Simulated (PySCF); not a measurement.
# GeOBr₂: singlet, from a PBE minimum start

Where does singlet GeOBr₂ go from a PBE minimum start, is the end point a minimum, and what are its modes, charges and moments?

Computed with PySCF 2.14.0. Level: PBE, basis Ge def2-SVP, O def2-SVP, Br def2-SVP, no relativity, density fitting.

## (1) The starting structure

4 atoms, charge 0, spin multiplicity 1.

Bond lengths: Ge1–O2 1.648 Å, Ge1–Br3 2.301 Å, Ge1–Br4 2.301 Å. Angles: O2–Ge1–Br3 125.8°, O2–Ge1–Br4 125.8°, Br3–Ge1–Br4 108.4°.

```xyz
4
charge 0 multiplicity 1
Ge   -0.6186    0.0000   -0.4269
O    -1.9751    0.0000   -1.3633
Br   -0.5702    0.0000    1.8738
Br    1.5498    0.0000   -1.1976
```

## (2) First SCF at the start

One driver script runs all steps and calls PySCF; scf.py shows how it sets up the SCF of each step. The optimiser is the driver's own. After this first run the driver tries any further starts and a stability analysis.

Contents of scf.py:

```python
from pyscf import gto, scf, dft
mol = gto.M(atom='''
Ge    -0.618568    -0.000000    -0.426948
O     -1.975147    -0.000000    -1.363287
Br    -0.570190     0.000000     1.873774
Br     1.549769    -0.000000    -1.197649''',
    basis={'Ge': 'def2-SVP', 'O': 'def2-SVP', 'Br': 'def2-SVP'},
    charge=0, spin=0)
mf = dft.RKS(mol, xc='PBE')
mf.grids.atom_grid = (50, 194)
aux = {'Ge': 'def2-universal-JKFIT', 'O': 'def2-universal-JKFIT', 'Br': 'def2-universal-JKFIT'}
mf = mf.density_fit(auxbasis=aux)
mf.conv_tol = 1e-08
mf.diis_space = 10
mf.max_cycle = 60
mf.init_guess = 'minao'
mf.verbose = 4
mf.kernel()
```

Run with:

```bash
OMP_NUM_THREADS=2 python axn.py task.json out
```

After this run come: PBE minimum start, singlet: relaxation; Vibrations and properties at this point.

**Question.** What will these runs give? Wanted: minimum; geometry; wavenumbers; dipole moment; highest occupied, lowest empty level; polar-tensor charge of Ge1; zero-point energy; atomisation energy.

**Answer**, as computed:

```
                                 quantity                                                                   value
                                  minimum                                                            singlet, C2v
                                 geometry  Ge–Br 2.301 Å (×2), Ge–O 1.648 Å; Br–Ge–Br 108.3°, Br–Ge–O 125.8° (×2)
                       wavenumbers (cm⁻¹)               98 (a1), 168 (b1), 182 (b2), 272 (a1), 323 (b2), 946 (a1)
                            dipole moment                                                                  2.53 D
     highest occupied, lowest empty level                                                         -6.97, -3.99 eV
               polar-tensor charge of Ge1                                                                 +1.32 e
                        zero-point energy                                                             11.9 kJ/mol
                      entropy at 298.15 K                                                         342.9 J/(mol K)
atomisation energy (no zero-point energy)                                                             1125 kJ/mol
```

What this shows: The PBE minimum start keeps its C2v symmetry and ends in a minimum. In the infrared the band at 323 cm⁻¹ (b2, mixed) leads. Other starts or spin states, not run here, may lie lower.
